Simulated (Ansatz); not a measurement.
CsLiCr2Te2S3, 9 atoms in the cell. The structure is trigonal, space group P3m1 (No. 156). Conventional cell: a = 3.604 Å, b = 3.604 Å, c = 19.067 Å, α = 90.00°, β = 90.00°, γ = 120.00°. Around Cs (site symmetry 3m) lie 3 S at 3.38 Å and 6 Cs at 3.60 Å and 3 Te at 3.77 Å. Around Li (site symmetry 3m) lie 6 S at 2.63 to 2.66 Å. Around Cr (site symmetry 3m) lie 3 S at 2.40 Å and 3 Te at 2.74 Å. Cr (site symmetry 3m) is surrounded by 6 S at 2.43 to 2.45 Å. Around Te (site symmetry 3m) lie 6 Te at 3.60 Å and 3 Cs at 3.77 Å. Te (site symmetry 3m) has 3 Cr at 2.74 Å as nearest neighbours. Around S (site symmetry 3m) lie 3 Cr at 2.45 Å and 3 Li at 2.63 Å. Around S (site symmetry 3m) lie 3 Cr at 2.40 Å and 3 Li at 2.66 Å. The cell was built by a generator and needn't be a form met in nature.

```yaml
Program: Ansatz 0.2.0
Task: band structure
Functional: RPBE
Potentials_or_basis: Ansatz PAW
Cutoff: "420 eV (not typed: the program's choice for these potentials)"
k_mesh: 9 × 9 × 2
Occupations: fermi-dirac, width 0.05 eV
Spin: collinear spin, ferromagnetic start
Starting_moments: "[0.0, 0.0, 3.0, 3.0, 0.0, 0.0, 0.0, 0.0, 0.0] μB"
Path: "[[\"G\", \"M\", \"K\", \"G\", \"A\", \"L\", \"H\", \"A\"], [\"L\", \"M\"], [\"K\", \"H\"]]"
Points_for_each_segment_of_the_path: 10
```

Potentials or basis: Ansatz PAW.

Run with:

```sh
$ ansatz run input.yaml --threads 8 --pin off --max-ram 20480MiB --backend cpu --events-out ev --progress --plain --runs-dir out
```

Hardware: 8 threads of Arm Neoverse V2 (shared host).

Task: Estimate the wall time of this run.

Result: Wall time 39 s on 8 threads of Arm Neoverse V2 (shared host), peak memory 1.8 GiB. Counts: scf iterations 34, plane waves 4167, k points 24, bands 67.
